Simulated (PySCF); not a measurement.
# RuO₂⁺: structure of the doublet

The task is one start of a wider search on RuO₂⁺: the doublet, from a linear start. It is relaxed, tested by its Hessian and followed downhill if it is a saddle.

Computed with PySCF 2.14.0. Level: PBE0, basis Ru def2-TZVP with ECP28, O def2-TZVP, scalar-relativistic core potentials, no spin–orbit coupling, density fitting.

## Step 1: Where the work starts

3 atoms, charge 1, spin multiplicity 2.

Bond lengths: Ru1–O2 1.676 Å, Ru1–O3 1.676 Å. Angles: O2–Ru1–O3 180.0°.

```xyz
3
charge 1 multiplicity 2
Ru    0.0000    0.0000    0.0000
O     0.0000    0.0000    1.6758
O     0.0000    0.0000   -1.6758
```

## Step 2: Relaxing the doublet from the linear start

The steps below are one call of a driver around PySCF. For each, scf.py gives the equivalent set-up of the SCF; relaxations use the driver's own optimiser. Before each start the driver seeks the lowest SCF state from one or more starting densities and follows internal instabilities, so scf.py alone need not reach the same state.

The program finds D∞h symmetry in the start, which this walk keeps.

The input, scf.py:

```python
from pyscf import gto, scf, dft
mol = gto.M(atom='''
Ru     0.000000     0.000000     0.000000
O      0.000000     0.000000     1.675800
O      0.000000     0.000000    -1.675800''',
    basis={'Ru': 'def2-TZVP', 'O': 'def2-TZVP'},
    ecp={'Ru': 'def2-TZVP'},
    charge=1, spin=1)
mf = dft.UKS(mol, xc='PBE0')
mf.grids.atom_grid = (50, 194)
aux = {'Ru': 'def2-universal-JKFIT', 'O': 'def2-universal-JKFIT'}
mf = mf.density_fit(auxbasis=aux)
mf.kernel()
```

Further steps of the session: Frequencies; Leaving the saddle point; Frequencies.

**Question.** What will these runs give? Wanted: minimum; geometry; wavenumbers; dipole moment; highest occupied, lowest empty level; polar-tensor charge of Ru1; zero-point energy; ⟨S²⟩.

**Answer**, as computed:

| quantity | value |
| --- | --- |
| minimum | doublet, C2v |
| geometry | Ru–O 1.629 Å (×2); O–Ru–O 132.9° |
| wavenumbers (cm⁻¹) | 286 (a1), 1013 (b2), 1091 (a1) |
| dipole moment (centre of mass) | 2.81 D |
| highest occupied, lowest empty level (either spin) | -15.63, -12.17 eV |
| polar-tensor charge of Ru1 | +1.97 e |
| zero-point energy | 14.3 kJ/mol |
| entropy at 298.15 K | 271.1 J/(mol K) |
| ⟨S²⟩ | 0.759 |

In words: From D∞h at the start the molecule goes to a C2v minimum, after a stop at a second-order saddle point 69.8 kJ/mol higher, from which it was pushed off along an imaginary mode. In the infrared the band at 1013 cm⁻¹ (b2, stretch) leads. Most of the spin sits on Ru1 (Mulliken spin 0.80, against 1 for the whole molecule). Only this shape and spin were tried, so other structures or states may lie lower. One determinant may miss the lowest occupation of an open d or f shell.
